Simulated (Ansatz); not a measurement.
# MgScAlO4 (ScAlMgO4): the cost of one run

Program: Ansatz 0.2.0. Level of theory: DFT PBEsol, scalar-relativistic, plane waves, PAW. These are calculated values, not measurements.

### Step 1. Starting point

The structure is trigonal, space group R3m (No. 160). The conventional cell has a = 3.269 Å, b = 3.269 Å, c = 25.070 Å, α = 90.00°, β = 90.00°, γ = 120.00°. Mg (site symmetry 3m) is surrounded by 4 O at 1.96 to 2.01 Å. Sc (site symmetry 3m) is surrounded by 6 O at 2.15 Å. Al (site symmetry 3m) has 5 O at 1.86 to 1.89 Å as nearest neighbours. O (site symmetry 3m) is surrounded by 3 Al at 1.89 Å. Around O (site symmetry 3m) lie 1 Al at 1.88 Å and 3 Mg at 1.96 Å. Around O (site symmetry 3m) lie 1 Mg at 2.01 Å and 3 Sc at 2.15 Å. O (site symmetry 3m) is surrounded by 1 Al at 1.86 Å and 3 Sc at 2.15 Å.

Structure file:

```cif
data_structure
_symmetry_space_group_name_H-M 'R3m:H'
_symmetry_Int_Tables_number 160
_cell_length_a 3.2686
_cell_length_b 3.2686
_cell_length_c 25.0700
_cell_angle_alpha 90.000
_cell_angle_beta 90.000
_cell_angle_gamma 120.000
_cell_volume 231.95
loop_
_atom_site_label
_atom_site_type_symbol
_atom_site_symmetry_multiplicity
_atom_site_Wyckoff_symbol
_atom_site_fract_x
_atom_site_fract_y
_atom_site_fract_z
_atom_site_occupancy
Mg1 Mg 3 a 0.00000 0.00000 0.21685 1
Sc1 Sc 3 a 0.00000 0.00000 0.00460 1
Al1 Al 3 a 0.66667 0.33333 0.12005 1
O1 O 3 a 0.00000 0.00000 0.12101 1
O2 O 3 a 0.66667 0.33333 0.19511 1
O3 O 3 a 0.00000 0.00000 0.29688 1
O4 O 3 a 0.66667 0.33333 0.04581 1
```

The structure rests on an entry of the Materials Project (structure only); cell or positions may have been set otherwise for this series.

### Step 2. Relaxing cell and atoms: MgScAlO4 (ScAlMgO4), no spin

The input, input.yaml:

```yaml
crystal:
  lattice:
    - [1.6342874651, 0.9435563079, 8.3566713346]
    - [-1.6342874651, 0.9435563079, 8.3566713346]
    - [0.0, -1.8871126159, 8.3566713346]
  atoms:
    - { symbol: Mg, position: [0.783153, 0.783153, 0.783153] }
    - { symbol: Sc, position: [0.99540167, 0.99540167, 0.99540167] }
    - { symbol: Al, position: [0.21328433, 0.21328433, 0.21328433] }
    - { symbol: O, position: [0.87899233, 0.87899233, 0.87899233] }
    - { symbol: O, position: [0.138222, 0.138222, 0.138222] }
    - { symbol: O, position: [0.70311933, 0.70311933, 0.70311933] }
    - { symbol: O, position: [0.287524, 0.287524, 0.287524] }
scf:
  occupations: { method: fixed }
output:
  forces: true
  stress: true
  eigenvalues: true
  write_density: true
  write_potential: true
  elf: true
  volumetric_format: npy
hamiltonian:
  xc: pbesol
kpoints:
  mp_grid: { grid: [6, 6, 6] }
basis:
  ecutwfc: 600
relax:
  f_tol: 0.002
  max_steps: 60
  cell: { stress_tol: 0.05 }
```

Run with:

```console
$ ansatz run input.yaml --threads 4 --pin off --max-ram 10240MiB --backend cpu --events-out ev --progress --plain --runs-dir out
```

**Question.** How long does this run take on 4 threads of Arm Neoverse N1, shared host, and how much memory does it need?

About 56 s, with a peak of 0.49 GiB.
